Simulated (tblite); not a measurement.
# C5H9NSi: the cost of one run

Programs: tblite 0.8.0 and PySCF 2.14.0, with density-fitted response routines of our own. Each step states its level of theory. These are calculated values for one molecule, in the gas phase or a continuum, unless marked as measured. Atoms count from 0, in the outputs and in this text.

### Step 1. The starting structure

16 atoms, charge 0, multiplicity 1; geometry from: force field or distance geometry start.

Bonds of the start (Å): C0–C1 1.19, C1–C2 1.46, C2–C3 1.52, C3–C4 1.53, C4–Si5 1.87, Si5–N6 1.79, Si5–C2 1.83, C0–H7 1.07, C2–H8 1.12, C3–H9 1.13, C3–H10 1.11, C4–H11 1.10, C4–H12 1.10, Si5–H13 1.46, N6–H14 1.05, N6–H15 1.02.

### Step 2. Relaxing the molecule with GFN2-xTB

The job: settings as JSON, then the geometry in Å.

```
{"job": {"kind": "relax", "xc": "GFN2-xTB", "basis": "xTB"}, "charge": 0, "multiplicity": 1}
C     -1.757800     1.938400     0.703000
C     -1.234500     1.060000     0.086100
C     -0.574600    -0.026600    -0.631500
C     -0.925800    -1.339800     0.040300
C      0.032500    -0.941500     1.161600
Si     1.170600    -0.351200    -0.199900
N      2.186000     1.051400     0.247700
H     -2.241500     2.715600     1.254000
H     -0.801400    -0.054100    -1.731400
H     -2.001300    -1.429200     0.380700
H     -0.592500    -2.228600    -0.534400
H      0.467500    -1.806000     1.688700
H     -0.301000    -0.130100     1.818300
H      1.842800    -1.413000    -0.952700
H      1.651700     1.946700     0.175300
H      3.071900     1.017300    -0.249800
```

The run is started by

```console
> OMP_NUM_THREADS=1 python probes_run.py task.json out
```

The driver reads the jobs from task.json and runs them one after another.

**Question.** How long does this first job take on 1 thread of Arm Neoverse N1, shared host, and how much memory does it need?

About 1 s, with a peak of 0.18 GiB.
